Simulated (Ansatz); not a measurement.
**AlN: a point defect seen from the nuclei (O on an N site)**

Aim: the field gradients at and around a point defect: O on an N site in AlN, cell charge +1. The cell is a supercell built from a structure deposited in the COD (the entry's cell lengths or inner coordinates differ somewhat from later room-temperature determinations). Planned: a single point, then a relaxation, then a check of n_extra_bands with xc_grid.

The COD entry's cell or inner coordinates are ideal or old and differ from later refinements, so a difference from it is no clean test against experiment.

Method: DFT, PBE, plane-wave PAW, default files, scalar-relativistic, as far as a step names no other, in Ansatz 0.2.0.

**1. Starting point**

Symmetry: P1, No. 1, triclinic system. The conventional cell has a = 6.226 Å, b = 8.236 Å, c = 9.962 Å, α = 90.00°, β = 90.00°, γ = 100.89°. Al (site symmetry 1) has 1 O at 1.89 Å and 3 N at 1.89 Å as nearest neighbours. Al (site symmetry 1) has 4 N at 1.89 Å as nearest neighbours. Only part of the 48 independent sites is listed.

Structure file:

```
Al O N
1.0
     9.33900    0.00000    0.00000
    -3.11300    5.39187    0.00000
     0.00000    0.00000    9.96200
Al O N
24 1 23
Direct
  0.11111 0.33333 0.00000
  0.11111 0.33333 0.50000
  0.11111 0.83333 0.00000
  0.11111 0.83333 0.50000
  0.44444 0.33333 0.00000
  0.44444 0.33333 0.50000
  0.44444 0.83333 0.00000
  0.44444 0.83333 0.50000
  0.77778 0.33333 0.00000
  0.77778 0.33333 0.50000
  0.77778 0.83333 0.00000
  0.77778 0.83333 0.50000
  0.22222 0.16667 0.25000
  0.22222 0.16667 0.75000
  0.22222 0.66667 0.25000
  0.22222 0.66667 0.75000
  0.55556 0.16667 0.25000
  0.55556 0.16667 0.75000
  0.55556 0.66667 0.25000
  0.55556 0.66667 0.75000
  0.88889 0.16667 0.25000
  0.88889 0.16667 0.75000
  0.88889 0.66667 0.25000
  0.88889 0.66667 0.75000
  0.11111 0.33333 0.19000
  0.11111 0.33333 0.69000
  0.11111 0.83333 0.19000
  0.11111 0.83333 0.69000
  0.44444 0.33333 0.19000
  0.44444 0.33333 0.69000
  0.44444 0.83333 0.19000
  0.44444 0.83333 0.69000
  0.77778 0.33333 0.19000
  0.77778 0.33333 0.69000
  0.77778 0.83333 0.19000
  0.77778 0.83333 0.69000
  0.22222 0.16667 0.44000
  0.22222 0.16667 0.94000
  0.22222 0.66667 0.44000
  0.22222 0.66667 0.94000
  0.55556 0.16667 0.44000
  0.55556 0.16667 0.94000
  0.55556 0.66667 0.44000
  0.55556 0.66667 0.94000
  0.88889 0.16667 0.44000
  0.88889 0.16667 0.94000
  0.88889 0.66667 0.44000
  0.88889 0.66667 0.94000
```

Atom 25 of the input is the impurity.

**2. First run, atoms as given**

File input.yaml:

```yaml
crystal:
  lattice:
    - [9.339, 0.0, 0.0]
    - [-3.113, 5.391874164, 0.0]
    - [0.0, 0.0, 9.962]
  atoms:
    - { symbol: Al, position: [0.1111111111, 0.3333333334, 0.0] }
    - { symbol: Al, position: [0.1111111111, 0.3333333334, 0.5] }
    - { symbol: Al, position: [0.1111111111, 0.8333333334, 0.0] }
    - { symbol: Al, position: [0.1111111111, 0.8333333334, 0.5] }
    - { symbol: Al, position: [0.4444444444, 0.3333333334, 0.0] }
    - { symbol: Al, position: [0.4444444444, 0.3333333334, 0.5] }
    - { symbol: Al, position: [0.4444444444, 0.8333333334, 0.0] }
    - { symbol: Al, position: [0.4444444444, 0.8333333334, 0.5] }
    - { symbol: Al, position: [0.7777777778, 0.3333333334, 0.0] }
    - { symbol: Al, position: [0.7777777778, 0.3333333334, 0.5] }
    - { symbol: Al, position: [0.7777777778, 0.8333333334, 0.0] }
    - { symbol: Al, position: [0.7777777778, 0.8333333334, 0.5] }
    - { symbol: Al, position: [0.2222222222, 0.1666666666, 0.25] }
    - { symbol: Al, position: [0.2222222222, 0.1666666666, 0.75] }
    - { symbol: Al, position: [0.2222222222, 0.6666666666, 0.25] }
    - { symbol: Al, position: [0.2222222222, 0.6666666666, 0.75] }
    - { symbol: Al, position: [0.5555555556, 0.1666666666, 0.25] }
    - { symbol: Al, position: [0.5555555556, 0.1666666666, 0.75] }
    - { symbol: Al, position: [0.5555555556, 0.6666666666, 0.25] }
    - { symbol: Al, position: [0.5555555556, 0.6666666666, 0.75] }
    - { symbol: Al, position: [0.8888888889, 0.1666666666, 0.25] }
    - { symbol: Al, position: [0.8888888889, 0.1666666666, 0.75] }
    - { symbol: Al, position: [0.8888888889, 0.6666666666, 0.25] }
    - { symbol: Al, position: [0.8888888889, 0.6666666666, 0.75] }
    - { symbol: O, position: [0.1111111111, 0.3333333334, 0.19] }
    - { symbol: "N", position: [0.1111111111, 0.3333333334, 0.69] }
    - { symbol: "N", position: [0.1111111111, 0.8333333334, 0.19] }
    - { symbol: "N", position: [0.1111111111, 0.8333333334, 0.69] }
    - { symbol: "N", position: [0.4444444444, 0.3333333334, 0.19] }
    - { symbol: "N", position: [0.4444444444, 0.3333333334, 0.69] }
    - { symbol: "N", position: [0.4444444444, 0.8333333334, 0.19] }
    - { symbol: "N", position: [0.4444444444, 0.8333333334, 0.69] }
    - { symbol: "N", position: [0.7777777778, 0.3333333334, 0.19] }
    - { symbol: "N", position: [0.7777777778, 0.3333333334, 0.69] }
    - { symbol: "N", position: [0.7777777778, 0.8333333334, 0.19] }
    - { symbol: "N", position: [0.7777777778, 0.8333333334, 0.69] }
    - { symbol: "N", position: [0.2222222222, 0.1666666666, 0.44] }
    - { symbol: "N", position: [0.2222222222, 0.1666666666, 0.94] }
    - { symbol: "N", position: [0.2222222222, 0.6666666666, 0.44] }
    - { symbol: "N", position: [0.2222222222, 0.6666666666, 0.94] }
    - { symbol: "N", position: [0.5555555556, 0.1666666666, 0.44] }
    - { symbol: "N", position: [0.5555555556, 0.1666666666, 0.94] }
    - { symbol: "N", position: [0.5555555556, 0.6666666666, 0.44] }
    - { symbol: "N", position: [0.5555555556, 0.6666666666, 0.94] }
    - { symbol: "N", position: [0.8888888889, 0.1666666666, 0.44] }
    - { symbol: "N", position: [0.8888888889, 0.1666666666, 0.94] }
    - { symbol: "N", position: [0.8888888889, 0.6666666666, 0.44] }
    - { symbol: "N", position: [0.8888888889, 0.6666666666, 0.94] }
total_charge: 1
kpoints:
  mp_grid: { grid: [3, 4, 2] }
scf:
  occupations: { method: fermi_dirac, width: 0.01 }
hamiltonian:
  xc: pbe
  pseudopotentials: { kind: paw }
output:
  forces: true
  stress: true
  populations: true
  efg:
    quadrupole_moments_barn: { Al: 0.1466, O: -0.02558, "N": 0.02044 }
    contact_densities: true
```

Run with:

```console
> ansatz run input.yaml --threads 1 --pin off --max-ram 3072MiB --backend cpu --events-out ev --progress --plain --runs-dir out
```

The log of the run:

```text
Warning: RAYON_NUM_THREADS=1 ignored (pool sized by the plan → 1); use --threads N
Engine: ansatz 0.2.0, aarch64-unknown-linux-gnu
Pseudopotentials: kind: paw
Pseudopotential: Al, paw, valence charge 3, recommended cutoff 420 eV (normal), Al.paw.azcp
Pseudopotential: O, paw, valence charge 6, recommended cutoff 420 eV (normal), O.paw.azcp
Pseudopotential: N, paw, valence charge 5, recommended cutoff 420 eV (normal), N.paw.azcp
Functional definition: PBE
  parameter kappa = 0.804
  parameter beta = 0.06672455060314922
  exchange = pbe_x(kappa = kappa, mu = beta*pi^2/3)
  correlation = pbe_c(beta = beta)
Crystal: 48 atoms, lattice volume = 501.634 Å³
Basis set: ecut = 420 eV, 9817 PW (Γ), exchange–correlation on 128×90×144 points (8 copies of the dense FFT grid, shifted against one another)
Bands: 144, of which v1, the nominal top of the filled ones, is band 96 counted from 1 (95 counted from 0)
Symmetry: 1 space group operations
Space group: P1 (ITA 1), of the structure as read, at distance tolerance 7.9e-5 Å
k-points: 14 of 24 (time reversal used)
Non-local potential: Al, projectors of the file, l = 0: 2, l = 1: 2, l = 2: 1
Non-local potential: O, projectors of the file, l = 0: 2, l = 1: 2, l = 2: 1
Non-local potential: N, projectors of the file, l = 0: 2, l = 1: 2, l = 2: 1
PAW form: soft (Blöchl's): semilocal exchange-correlation on the pseudo side does not see the compensation charge
PAW one-centre angular grid: Al, 110 points (default); XC on 64 Gauss nodes
PAW one-centre angular grid: O, 110 points (default); XC on 64 Gauss nodes
PAW one-centre angular grid: N, 110 points (default); XC on 64 Gauss nodes
Initial density: superposition of atomic densities (neutral atoms scaled as one to the charged cell's electrons: chi_scale 0, normalization atom), corrected by the library's trained network
Initial wavefunctions: pseudopotential atomic-orbital guess
Functional: x = pbe(κ = 0.804, μ = 0.2195149727645171), c = pbe(β = 0.06672455060314922)
SCF iter   1: F=—  HF=-22374.118466 eV  |F-HF|=—  |Δ(HF+E_count)|=         —  Δρ=6.84e-3  dr2=2.59e-1  ethr=1.77e-3  ⟨swp⟩=6.0  Hψ=9065  notcnv=0  defer=260
preconditioner: auto → Resta (q_TF=auto, 2.325 Å⁻¹)  ε∞=4.0  [insulator: Δε(μ)=3.731 eV  Ē_g=13.232 eV  σ=0.010 eV  W_gap=1.00  n_scr=96 (ndim 8)  ℏωp=23.0 eV  f_vac=0.000  D(μ)=0.00/eV (n_scr^D=0)  ε∞_Penn≈4.0]
SCF iter   2: F=—  HF=-22374.046227 eV  |F-HF|=—  |Δ(HF+E_count)|=   7.22e-2  Δρ=1.04e-3  dr2=8.51e-3  ethr=1.35e-4  ⟨swp⟩=2.0  Hψ=3751  notcnv=0  defer=589
SCF iter   3: F=—  HF=-22374.046223 eV  |F-HF|=—  |Δ(HF+E_count)|=   4.69e-6  Δρ=5.60e-4  dr2=2.48e-3  ethr=4.43e-6  ⟨swp⟩=2.6  Hψ=2580  notcnv=0  defer=589
SCF iter   4: F=—  HF=-22374.046393 eV  |F-HF|=—  |Δ(HF+E_count)|=   1.70e-4  Δρ=2.47e-4  dr2=2.73e-4  ethr=1.29e-6  ⟨swp⟩=2.0  Hψ=2854  notcnv=0  defer=589
SCF iter   5: F=—  HF=-22374.046367 eV  |F-HF|=—  |Δ(HF+E_count)|=   2.56e-5  Δρ=8.08e-5  dr2=2.90e-5  ethr=1.42e-7  ⟨swp⟩=2.0  Hψ=2626  notcnv=0  defer=589
SCF iter   6: F=—  HF=-22374.043449 eV  |F-HF|=—  |Δ(HF+E_count)|=   2.92e-3  Δρ=1.76e-5  dr2=1.37e-6  ethr=1.51e-8  ⟨swp⟩=2.0  Hψ=3221  notcnv=0  defer=589
SCF iter   7: F=—  HF=-22374.043449 eV  |F-HF|=—  |Δ(HF+E_count)|=   7.40e-7  Δρ=5.61e-6  dr2=1.59e-7  ethr=7.12e-10  ⟨swp⟩=2.0  Hψ=2755  notcnv=0  defer=589
SCF iter   8: F=-22374.043449 eV  HF=-22374.043449 eV  |F-HF|=1.14e-8  |Δ(HF+E_count)|=   9.77e-9  Δρ=2.09e-6  dr2=2.01e-8  ethr=5.21e-11  ⟨swp⟩=14.6  Hψ=11007  notcnv=0
SCF 1 converged in 8 iterations: F = -22374.043449 eV  dr2 = 2.01e-8
SCF converged after 8 iterations
Free energy (F): -22374.043449 eV
Harris-Foulkes:  -22374.043449 eV  (|F-HF|=1.14e-8)
Internal energy: -22374.043449 eV  (E = F + TS)
E sigma→0 (E₀):  -22374.043449 eV
Fermi energy:    8.961322 eV
--- Per-component energies (eV) ---
[... 15 lines left out ...]
--- Forces (eV/Å), atoms counted from 1 ---
  atom   1  Al    -0.03437005    -0.01758306    -2.17207880
  atom   2  Al    -0.03805315    -0.01903599     0.67213773
  atom   3  Al    -0.16682435    -0.09867573    -0.60412440
  atom   4  Al    -0.24081740    -0.14200035     0.13058588
  atom   5  Al     0.29472856     0.13567087    -0.45917007
  atom   6  Al     0.23680953     0.17831597     0.07726516
[... 42 lines left out ...]
  max |Σ_I F_I| component: 5.82e-4 eV/Å
--- Stress (GPa, compression-positive) ---
        4.722950      -0.043001      -0.004647
       -0.043001       4.762814      -0.002265
       -0.004647      -0.002271       6.125390
  P = ⅓ Tr σ = 5.2037 GPa (52.037 kbar)
--- PAW observables at the nuclei: V_zz in 10²¹ V/m², potentials from the cell's mean, atoms counted from 1 ---
  atom   1  Al V_zz =    +3.611302   η = 0.0090   by run symmetry: allowed   C_q = +12.8012 MHz
            electrostatic potential = -1230.360394 V   contact ρ = 10081.654526 e/Å³
  atom   2  Al V_zz =    +0.050178   η = 0.7002   by run symmetry: allowed   C_q = +0.1779 MHz
            electrostatic potential = -1231.375501 V   contact ρ = 10081.487319 e/Å³
  atom   3  Al V_zz =    +0.507082   η = 0.4106   by run symmetry: allowed   C_q = +1.7975 MHz
            electrostatic potential = -1231.291390 V   contact ρ = 10081.484304 e/Å³
  atom   4  Al V_zz =    -0.142708   η = 0.1772   by run symmetry: allowed   C_q = -0.5059 MHz
            electrostatic potential = -1231.392633 V   contact ρ = 10081.471883 e/Å³
  atom   5  Al V_zz =    +0.423678   η = 0.5220   by run symmetry: allowed   C_q = +1.5018 MHz
            electrostatic potential = -1231.428880 V   contact ρ = 10081.473157 e/Å³
  atom   6  Al V_zz =    -0.207275   η = 0.8341   by run symmetry: allowed   C_q = -0.7347 MHz
            electrostatic potential = -1231.505594 V   contact ρ = 10081.464437 e/Å³
  atom   7  Al V_zz =    +0.420263   η = 0.5673   by run symmetry: allowed   C_q = +1.4897 MHz
            electrostatic potential = -1231.438825 V   contact ρ = 10081.477637 e/Å³
  atom   8  Al V_zz =    -0.215337   η = 0.8218   by run symmetry: allowed   C_q = -0.7633 MHz
            electrostatic potential = -1231.510184 V   contact ρ = 10081.468430 e/Å³
  atom   9  Al V_zz =    +0.412149   η = 0.4330   by run symmetry: allowed   C_q = +1.4610 MHz
            electrostatic potential = -1231.423957 V   contact ρ = 10081.465317 e/Å³
  atom  10  Al V_zz =    -0.183846   η = 0.6140   by run symmetry: allowed   C_q = -0.6517 MHz
            electrostatic potential = -1231.500406 V   contact ρ = 10081.457232 e/Å³
  atom  11  Al V_zz =    +0.405136   η = 0.4594   by run symmetry: allowed   C_q = +1.4361 MHz
            electrostatic potential = -1231.431566 V   contact ρ = 10081.465992 e/Å³
  atom  12  Al V_zz =    -0.185617   η = 0.6165   by run symmetry: allowed   C_q = -0.6580 MHz
            electrostatic potential = -1231.502502 V   contact ρ = 10081.457814 e/Å³
  atom  13  Al V_zz =    +3.118143   η = 0.1094   by run symmetry: allowed   C_q = +11.0531 MHz
            electrostatic potential = -1230.157421 V   contact ρ = 10081.516014 e/Å³
  atom  14  Al V_zz =    +0.644897   η = 0.0859   by run symmetry: allowed   C_q = +2.2860 MHz
            electrostatic potential = -1231.516839 V   contact ρ = 10081.461127 e/Å³
  atom  15  Al V_zz =    +3.128837   η = 0.1201   by run symmetry: allowed   C_q = +11.0910 MHz
            electrostatic potential = -1230.169413 V   contact ρ = 10081.524582 e/Å³
  atom  16  Al V_zz =    +0.641724   η = 0.0853   by run symmetry: allowed   C_q = +2.2748 MHz
            electrostatic potential = -1231.517605 V   contact ρ = 10081.461185 e/Å³
  atom  17  Al V_zz =    +0.107682   η = 0.6168   by run symmetry: allowed   C_q = +0.3817 MHz
            electrostatic potential = -1231.204087 V   contact ρ = 10081.373832 e/Å³
  atom  18  Al V_zz =    +0.351612   η = 0.0571   by run symmetry: allowed   C_q = +1.2464 MHz
            electrostatic potential = -1231.650380 V   contact ρ = 10081.461228 e/Å³
  atom  19  Al V_zz =    +0.127698   η = 0.1051   by run symmetry: allowed   C_q = +0.4527 MHz
            electrostatic potential = -1231.278930 V   contact ρ = 10081.426167 e/Å³
  atom  20  Al V_zz =    +0.339481   η = 0.0675   by run symmetry: allowed   C_q = +1.2034 MHz
            electrostatic potential = -1231.651099 V   contact ρ = 10081.459076 e/Å³
  atom  21  Al V_zz =    +3.243194   η = 0.0648   by run symmetry: allowed   C_q = +11.4964 MHz
            electrostatic potential = -1230.290065 V   contact ρ = 10081.581097 e/Å³
  atom  22  Al V_zz =    +0.621907   η = 0.1080   by run symmetry: allowed   C_q = +2.2045 MHz
            electrostatic potential = -1231.549727 V   contact ρ = 10081.460386 e/Å³
  atom  23  Al V_zz =    +0.138738   η = 0.3757   by run symmetry: allowed   C_q = +0.4918 MHz
            electrostatic potential = -1231.248204 V   contact ρ = 10081.461407 e/Å³
  atom  24  Al V_zz =    +0.354955   η = 0.2200   by run symmetry: allowed   C_q = +1.2582 MHz
            electrostatic potential = -1231.623845 V   contact ρ = 10081.460673 e/Å³
  atom  25  O  V_zz =    -0.473418   η = 0.7610   by run symmetry: allowed   C_q = +0.2928 MHz
            electrostatic potential = -621.372104 V   contact ρ = 2155.065912 e/Å³
  atom  26  N  V_zz =    +0.165114   η = 0.3044   by run symmetry: allowed   C_q = +0.0816 MHz
            electrostatic potential = -516.902534 V   contact ρ = 1412.625170 e/Å³
  atom  27  N  V_zz =    +1.562275   η = 0.1262   by run symmetry: allowed   C_q = +0.7721 MHz
            electrostatic potential = -516.207338 V   contact ρ = 1412.703707 e/Å³
  atom  28  N  V_zz =    +0.204159   η = 0.3802   by run symmetry: allowed   C_q = +0.1009 MHz
            electrostatic potential = -516.889047 V   contact ρ = 1412.634001 e/Å³
  atom  29  N  V_zz =    +0.961935   η = 0.4081   by run symmetry: allowed   C_q = +0.4754 MHz
            electrostatic potential = -516.466637 V   contact ρ = 1412.694757 e/Å³
  atom  30  N  V_zz =    -0.119992   η = 0.9522   by run symmetry: allowed   C_q = -0.0593 MHz
            electrostatic potential = -516.964019 V   contact ρ = 1412.633837 e/Å³
  atom  31  N  V_zz =    +0.927581   η = 0.3845   by run symmetry: allowed   C_q = +0.4584 MHz
            electrostatic potential = -516.490994 V   contact ρ = 1412.699161 e/Å³
  atom  32  N  V_zz =    -0.121372   η = 0.9493   by run symmetry: allowed   C_q = -0.0600 MHz
            electrostatic potential = -516.963841 V   contact ρ = 1412.635287 e/Å³
  atom  33  N  V_zz =    +0.969369   η = 0.3993   by run symmetry: allowed   C_q = +0.4791 MHz
            electrostatic potential = -516.466510 V   contact ρ = 1412.692581 e/Å³
  atom  34  N  V_zz =    +0.112540   η = 0.6486   by run symmetry: allowed   C_q = +0.0556 MHz
            electrostatic potential = -516.964714 V   contact ρ = 1412.631715 e/Å³
  atom  35  N  V_zz =    +0.930587   η = 0.3825   by run symmetry: allowed   C_q = +0.4599 MHz
            electrostatic potential = -516.490999 V   contact ρ = 1412.696135 e/Å³
  atom  36  N  V_zz =    +0.111142   η = 0.6440   by run symmetry: allowed   C_q = +0.0549 MHz
            electrostatic potential = -516.964465 V   contact ρ = 1412.632684 e/Å³
  atom  37  N  V_zz =    +0.938761   η = 0.1457   by run symmetry: allowed   C_q = +0.4640 MHz
            electrostatic potential = -516.528924 V   contact ρ = 1412.712630 e/Å³
  atom  38  N  V_zz =    +0.914565   η = 0.1463   by run symmetry: allowed   C_q = +0.4520 MHz
            electrostatic potential = -516.524457 V   contact ρ = 1412.723716 e/Å³
  atom  39  N  V_zz =    +0.941377   η = 0.1560   by run symmetry: allowed   C_q = +0.4653 MHz
            electrostatic potential = -516.532360 V   contact ρ = 1412.713229 e/Å³
  atom  40  N  V_zz =    +0.916843   η = 0.1568   by run symmetry: allowed   C_q = +0.4531 MHz
            electrostatic potential = -516.527994 V   contact ρ = 1412.724203 e/Å³
  atom  41  N  V_zz =    +0.106197   η = 0.4323   by run symmetry: allowed   C_q = +0.0525 MHz
            electrostatic potential = -516.856861 V   contact ρ = 1412.630198 e/Å³
  atom  42  N  V_zz =    +0.096372   η = 0.3407   by run symmetry: allowed   C_q = +0.0476 MHz
            electrostatic potential = -516.854508 V   contact ρ = 1412.636629 e/Å³
  atom  43  N  V_zz =    +0.096897   η = 0.3272   by run symmetry: allowed   C_q = +0.0479 MHz
            electrostatic potential = -516.866984 V   contact ρ = 1412.632094 e/Å³
  atom  44  N  V_zz =    +0.107913   η = 0.1466   by run symmetry: allowed   C_q = +0.0533 MHz
            electrostatic potential = -516.864268 V   contact ρ = 1412.640096 e/Å³
  atom  45  N  V_zz =    +0.930678   η = 0.0095   by run symmetry: allowed   C_q = +0.4600 MHz
            electrostatic potential = -516.580485 V   contact ρ = 1412.717385 e/Å³
  atom  46  N  V_zz =    +0.915898   η = 0.0843   by run symmetry: allowed   C_q = +0.4527 MHz
            electrostatic potential = -516.577405 V   contact ρ = 1412.727046 e/Å³
  atom  47  N  V_zz =    -0.045901   η = 0.3136   by run symmetry: allowed   C_q = -0.0227 MHz
            electrostatic potential = -516.825707 V   contact ρ = 1412.635872 e/Å³
  atom  48  N  V_zz =    -0.076974   η = 0.1306   by run symmetry: allowed   C_q = -0.0380 MHz
            electrostatic potential = -516.822548 V   contact ρ = 1412.646283 e/Å³
--- Band table (eV; the first three rows and the last of 14) ---
[... 4 lines left out ...]
--- Löwdin populations: 48 sites ---
  site symbol       q [e]
[... 48 lines left out ...]
  spilling = 0.007864 (of n_electrons = 192.000000)
```

Wall time 2.9 min (1 thread of Arm Neoverse V1, shared host); peak memory 1.2 GiB.

State: gap on the mesh 3.63 eV, largest force 2.172 eV/Å, pressure 5.2 GPa.

Like atoms gathered into sites: 11 of 46, those nearest the defect, the farthest of each element and the two largest gradients.

```csv
site,atoms,distance from the defect (Å),V_zz (10²¹ V/m²),η,C_Q (MHz)
O,25,0.00,-0.47,0.76,0.293 (¹⁷O)
Al1,1,1.89,3.61,0.01,12.8 (²⁷Al)
Al21,21,1.89,3.24,0.06,11.5 (²⁷Al)
Al15,15,1.89,3.13,0.12,11.1 (²⁷Al)
Al13,13,1.89,3.12,0.11,11.1 (²⁷Al)
N45,45,3.07,0.93,0.01,0.460 (¹⁴N)
N46,46,3.07,0.92,0.08,0.453 (¹⁴N)
N39,39,3.07,0.94,0.16,0.465 (¹⁴N)
N40,40,3.07,0.92,0.16,0.453 (¹⁴N)
N28,28,5.87,0.20,0.38,0.101 (¹⁴N)
Al18,18,6.47,0.35,0.06,1.25 (²⁷Al)
```

V_zz is the principal component of the electric field gradient with the largest magnitude, η = (V_xx − V_yy)/V_zz and C_Q = eQV_zz/h. Nuclear quadrupole moments: year-2017 set (Pyykkö).

Direction of the V_zz axis (Cartesian unit vector):

```csv
site,atom,x,y,z
Al1,1,0.00,0.00,1.00
Al2,2,-0.22,-0.11,0.97
Al3,3,-0.07,-0.04,1.00
Al4,4,0.80,0.46,0.39
Al5,5,0.13,0.08,0.99
Al6,6,-0.58,0.81,0.02
Al7,7,0.14,0.08,0.99
Al8,8,-0.42,0.91,-0.01
Al9,9,-0.09,0.05,0.99
Al10,10,0.66,0.75,0.06
```

(Part 1 of 3 ends here.)
